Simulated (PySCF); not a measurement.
# C₃H₉FGe: NMR shifts, electronic excitations and K edges in gas and solvents, part 2 of 2

PySCF 2.14.0. Atoms count from 0.

**6. Ultraviolet spectrum: B3LYP/def2-SVPD in benzene**

What the job is given:

```
{"job": {"kind": "uv", "xc": "B3LYP", "basis": "def2-SVPD", "solvent": "benzene", "nstates": 6, "ntriplets": 0}, "charge": 0, "multiplicity": 1}
C      0.927692    -0.893496    -0.844474
C      0.254057    -0.157539     0.294582
C      0.745979     1.267816     0.437617
F      0.571411    -0.833834     1.478516
Ge    -1.730278    -0.245337     0.169992
H      0.694116    -0.422285    -1.811057
H      0.603783    -1.943939    -0.882981
H      2.021648    -0.877525    -0.707263
H      0.282052     1.762688     1.303494
H      0.514808     1.855926    -0.463252
H      1.838714     1.274156     0.584559
H     -2.167037    -1.719702     0.119235
H     -2.337117     0.434662     1.409615
H     -2.222578     0.477773    -1.100742
```

Method: TDDFT B3LYP/def2-SVPD, vertical, IEF-PCM benzene (non-equilibrium linear response), core orbitals frozen in the response.

Output:

```text
coarse grid: 50504 points
cycle   1  E = -2296.1473984153  dE = -4.362e-01  |g| = 6.379e-01  |ddm| = 4.847e+00
cycle   2  E = -2296.0963880539  dE =  5.101e-02  |g| = 8.624e-01  |ddm| = 1.454e+00
cycle   3  E = -2296.2111664733  dE = -1.148e-01  |g| = 1.116e-01  |ddm| = 8.266e-01
cycle   4  E = -2296.2130832992  dE = -1.917e-03  |g| = 2.720e-02  |ddm| = 1.254e-01
cycle   5  E = -2296.2132116980  dE = -1.284e-04  |g| = 5.223e-03  |ddm| = 3.575e-02
cycle   6  E = -2296.2132172935  dE = -5.595e-06  |g| = 2.155e-03  |ddm| = 1.128e-02
final grid: 106616 points
cycle   7  E = -2296.2131868475  dE =  1.061e-06  |g| = 3.054e-03  |ddm| = 9.856e-03
cycle   8  E = -2296.2131842596  dE =  2.588e-06  |g| = 4.435e-03  |ddm| = 1.009e-02
cycle   9  E = -2296.2131892095  dE = -4.950e-06  |g| = 2.303e-04  |ddm| = 5.935e-03
cycle  10  E = -2296.2131892180  dE = -8.533e-09  |g| = 3.029e-05  |ddm| = 2.345e-04
cycle  11  E = -2296.2131892182  dE = -1.378e-10  |g| = 6.370e-06  |ddm| = 3.922e-05
converged SCF energy = -2296.2131892182

Static polarisability (au): isotropic 82.423, principal 75.179 80.448 91.643

Singlet excitations
state   eV       nm        f      main configurations
  1   6.9389    178.7   0.03004   H->L 0.98
  2   7.5034    165.2   0.36397   H->L+1 0.70, H->L+2 0.27
  3   7.7028    161.0   0.13224   H->L+2 0.69, H->L+1 0.27
  4   7.8046    158.9   0.01063   H->L+3 0.97
  5   8.1707    151.7   0.07802   H->L+4 0.97
  6   8.3542    148.4   0.16022   H-1->L 0.93
```

Run time: 22 s. Hardware: 1 thread of Intel Xeon Platinum 8488C, shared host; peak memory 0.9 GiB.

This run: HOMO -7.71 eV, LUMO 0.11 eV; lowest singlet 6.94 eV.

**7. Ultraviolet spectrum: B3LYP/def2-SVPD in water**

The job, as its differences from that of step 6:

```diff
@@ -1,2 +1,2 @@
-{"job": {"kind": "uv", "xc": "B3LYP", "basis": "def2-SVPD", "solvent": "benzene", "nstates": 6, "ntriplets": 0}, "charge": 0, "multiplicity": 1}
+{"job": {"kind": "uv", "xc": "B3LYP", "basis": "def2-SVPD", "solvent": "water", "nstates": 6, "ntriplets": 0}, "charge": 0, "multiplicity": 1}
 C      0.927692    -0.893496    -0.844474
```

Method: TDDFT B3LYP/def2-SVPD, vertical, IEF-PCM water (non-equilibrium linear response), core orbitals frozen in the response.

Output:

```text
coarse grid: 50504 points
cycle   1  E = -2296.1512792318  dE = -4.398e-01  |g| = 6.342e-01  |ddm| = 4.847e+00
cycle   2  E = -2296.1049346971  dE =  4.634e-02  |g| = 8.435e-01  |ddm| = 1.451e+00
cycle   3  E = -2296.2137010987  dE = -1.088e-01  |g| = 1.052e-01  |ddm| = 8.067e-01
cycle   4  E = -2296.2154015838  dE = -1.700e-03  |g| = 2.635e-02  |ddm| = 1.203e-01
cycle   5  E = -2296.2155208230  dE = -1.192e-04  |g| = 4.418e-03  |ddm| = 3.349e-02
cycle   6  E = -2296.2155245442  dE = -3.721e-06  |g| = 1.951e-03  |ddm| = 1.011e-02
final grid: 106616 points
cycle   7  E = -2296.2154941179  dE =  7.705e-07  |g| = 2.720e-03  |ddm| = 9.475e-03
cycle   8  E = -2296.2154922631  dE =  1.855e-06  |g| = 3.864e-03  |ddm| = 8.900e-03
cycle   9  E = -2296.2154959641  dE = -3.701e-06  |g| = 2.023e-04  |ddm| = 5.195e-03
cycle  10  E = -2296.2154959707  dE = -6.552e-09  |g| = 2.159e-05  |ddm| = 1.991e-04
cycle  11  E = -2296.2154959707  dE = -6.412e-11  |g| = 5.732e-06  |ddm| = 3.306e-05
converged SCF energy = -2296.2154959707

Static polarisability (au): isotropic 98.684, principal 92.442 96.542 107.067

Singlet excitations
state   eV       nm        f      main configurations
  1   6.9690    177.9   0.02761   H->L 0.98
  2   7.5078    165.1   0.28632   H->L+1 0.61, H->L+2 0.35
  3   7.7144    160.7   0.16925   H->L+2 0.62, H->L+1 0.34
  4   7.8681    157.6   0.00987   H->L+3 0.96
  5   8.2282    150.7   0.08532   H->L+4 0.98
  6   8.3871    147.8   0.13321   H-1->L 0.92
```

It took 22 s on 1 thread of Intel Xeon Platinum 8488C, shared host; peak memory 0.9 GiB.

This run: HOMO -7.67 eV, LUMO 0.17 eV; lowest singlet 6.97 eV.

**8. K-edge absorption: BHandHLYP/def2-SVPD+aug-pcX-1+pcseg-1**

The job, as its differences from that of step 7:

```diff
@@ -1,2 +1,2 @@
-{"job": {"kind": "uv", "xc": "B3LYP", "basis": "def2-SVPD", "solvent": "water", "nstates": 6, "ntriplets": 0}, "charge": 0, "multiplicity": 1}
+{"job": {"kind": "xas", "xc": "BHandHLYP", "basis": {"default": "aug-pcX-1", "H": "pcseg-1", "Ge": "def2-SVPD"}}, "charge": 0, "multiplicity": 1}
 C      0.927692    -0.893496    -0.844474
```

With the program's defaults for keys left out, this is: core-valence-separated TDA BHandHLYP/aug-pcX-1 H:pcseg-1 Ge:def2-SVPD, K edges, non-relativistic, gas phase.

Output:

```text
coarse grid: 50504 points
cycle   1  E = -2296.0858986973  dE = -3.616e-01  |g| = 5.555e-01  |ddm| = 3.837e+00
cycle   2  E = -2296.0903767394  dE = -4.478e-03  |g| = 6.056e-01  |ddm| = 8.101e-01
cycle   3  E = -2296.1408087476  dE = -5.043e-02  |g| = 6.056e-02  |ddm| = 3.923e-01
cycle   4  E = -2296.1413042691  dE = -4.955e-04  |g| = 3.090e-02  |ddm| = 7.404e-02
cycle   5  E = -2296.1414581490  dE = -1.539e-04  |g| = 3.836e-03  |ddm| = 2.993e-02
cycle   6  E = -2296.1414605656  dE = -2.417e-06  |g| = 8.751e-04  |ddm| = 4.939e-03
final grid: 106616 points
cycle   7  E = -2296.1414454382  dE = -1.071e-07  |g| = 7.531e-04  |ddm| = 3.435e-03
cycle   8  E = -2296.1414454557  dE = -1.752e-08  |g| = 7.046e-04  |ddm| = 1.173e-03
cycle   9  E = -2296.1414455271  dE = -7.137e-08  |g| = 4.115e-05  |ddm| = 5.581e-04
cycle  10  E = -2296.1414455274  dE = -3.015e-10  |g| = 1.416e-05  |ddm| = 4.029e-05
converged SCF energy = -2296.1414455274

C K edge
   eV          f      from atoms
  285.525   0.01107   C0
  285.528   0.01140   C2
  286.234   0.03303   C0
  286.236   0.01878   C2
  286.364   0.02259   C2 C0
  286.366   0.04103   C0 C2
  286.805   0.06698   C1
  286.907   0.00687   C2
  286.910   0.00694   C0
  287.218   0.00548   C0
  287.221   0.00248   C2
  287.317   0.00124   C0
  287.323   0.00151   C2
  287.486   0.00069   C2 C0
  287.490   0.00007   C0 C2
  287.627   0.04140   C1

F K edge
   eV          f      from atoms
  685.058   0.03338   F3
  686.326   0.00500   F3
  686.950   0.00256   F3
  687.113   0.00236   F3
  687.208   0.00354   F3
  687.367   0.00164   F3
  687.779   0.00142   F3
  688.000   0.00303   F3
```

It took 17 s on 1 thread of Intel Xeon Platinum 8488C, shared host; peak memory 0.83 GiB.

**9. Side by side: NMR shifts**

Shifts (ppm), means over like atoms, with basis size and wall time:

```tsv
run	C1	C0	H11	H5	F3	Ge4	functions	time
PBE0/pcSseg-1 in benzene	93.6	28.9	3.93	1.56	-185.6	-203	154	17 s
PBE0/pcSseg-1 in water	95.5	29.1	3.91	1.61	-187.2	-204	154	15 s
```

The continuum's effect on the ground state:

```tsv
solvent	ε	polarisation energy (Eh)	μ (D)
benzene	2.27	-0.0018	1.95
water	78.36	-0.0045	2.30
```

**10. Run by run: electronic excitations**

Excitations and ground-state properties, with basis size and wall time:

```tsv
run	lowest singlet (eV)	brightest (eV)	f	gap (eV)	α (Å³)	μ (D)	functions	time
B3LYP/def2-SVPD	6.92	7.57	0.216	7.79	10.70	1.81	193	30 s
B3LYP/def2-SVPD in benzene	6.94	7.50	0.364	7.82	12.21	2.07	193	22 s
B3LYP/def2-SVPD in water	6.97	7.51	0.286	7.85	14.62	2.48	193	22 s
```

The continuum's effect on the ground state:

```tsv
solvent	ε	polarisation energy (Eh)	μ (D)
benzene	2.27	-0.0020	2.07
water	78.36	-0.0049	2.48
```

**11. Summary of results**

The summary covers parts 1 to 2.

| quantity | value |
| --- | --- |
| point group | Cs |
| rotational constants (main isotopes) | 4.57, 1.95, 1.92 GHz |
| 13C shifts against TMS (PBE0/pcSseg-1, benzene, means over atoms taken as alike) | 93.6, 28.9 ppm |
| 1H shifts against TMS (PBE0/pcSseg-1, benzene, means over atoms taken as alike) | 3.93, 1.56 ppm |
| 19F shifts against CFCl3 (PBE0/pcSseg-1, benzene) | -185.6 ppm |
| 73Ge shifts against GeMe4 (PBE0/pcSseg-1, benzene) | -203 ppm |
| lowest singlet (B3LYP/def2-SVPD) | 6.92 eV (179 nm), f = 0.020 |
| brightest single state of those computed | state 2, 7.57 eV, f = 0.216 |
| surface potential, 1st and 99th percentile | -1.06 V and 0.95 V |
| C K edge | first line 285.52 eV, strongest 286.81 eV (f = 0.067) |
| F K edge | first line 685.06 eV, strongest 685.06 eV (f = 0.033) |
| range of the shift of C1 | 93.6 to 95.5 ppm |
| range of the lowest singlet | 6.92 to 6.97 eV |

In words: C1 (fully substituted sp3 carbon bonded to F and Ge) lies farthest downfield among carbon, at 93.6 ppm; deshielded by the electronegative neighbour. At PBE0/pcSseg-1: The largest span, 234 ppm, is at Ge4, where the paramagnetic term is -1224 ppm. The first singlet state (HOMO→LUMO 0.99) lies at 6.92 eV and is weak; of the 6 states computed, the strongest absorption comes from state 2 at 7.57 eV. At the C edge the strongest single line lifts a 1s electron of C1 into several orbitals, led by LUMO+2 (weight 0.14), 1.3 eV above the first line. Absolute edge energies from this method are off by several eV; spacings are better. In ppm, C1 moves most: its shift spreads over 1.9 ppm, from 93.6 (PBE0/pcSseg-1 in benzene) to 95.5 (PBE0/pcSseg-1 in water). Part of that comes from the computed reference. The continuum holds electrostatics alone: no hydrogen bonds to the solvent, and the gas-phase geometry is kept. The lowest singlet runs from 6.92 eV (B3LYP/def2-SVPD) to 6.97 eV (B3LYP/def2-SVPD in water), while the orbital gap spans 7.79 to 7.85 eV. The lowest state need not be the same one in every run. Spin-orbit coupling is left out, which matters for shieldings and couplings at and beside the heavy atoms.
